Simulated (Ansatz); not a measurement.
# FZr: the cost of one run

Method: def2-QZVPP, core rule «outside noble gas», up to 5 orbitals frozen; program: Ansatz 0.2.0, Gaussian basis.

To be run: UHF; ROHF; CCSD(T) on UHF.

2 further runs of the same task are left out: 2 set aside as unsound or not needed. Runs told in other sessions of the task aren't counted.

## (1) What is computed

The geometry is a PBE0/def2-TZVP stationary point (not a proven minimum) of the parent state, kept for this charge and spin. No spin-orbit coupling is included. Elements past krypton take def2 core potentials.

2 atoms, charge 0, spin multiplicity 4.

Atoms are counted from 1 here; the program's logs count them from 0.

Bond lengths: Zr1–F2 1.857 Å.

Geometry (Å):

```csv
atom,x (Å),y (Å),z (Å)
Zr1,0.00000,0.00000,0.00000
F2,0.00000,0.00000,1.85720
```

## (2) UHF

File in.yaml:

```yaml
crystal:
  periodic: [false, false, false]
  atoms:
    - {symbol: Zr, position_ang: [0.000000, 0.000000, 0.000000]}
    - {symbol: F, position_ang: [0.000000, 0.000000, 1.857200]}
basis:
  gaussian: {orbitals: "def2-QZVPP.json"}
magnetization: {spin_polarized: true, initial_magnetization: 3}
hamiltonian: {xc: hf}
output: {orbitals: {seedname: orbitals}}
```

The run is started by

```
> ansatz run in.yaml --threads 1 --pin off --events-out ev --progress --plain --max-ram 4096MiB --backend cpu
```

What time and memory should one allow on 1 thread of AMD EPYC 7R13, shared host?

About 13 s, with a peak of 0.3 GiB.
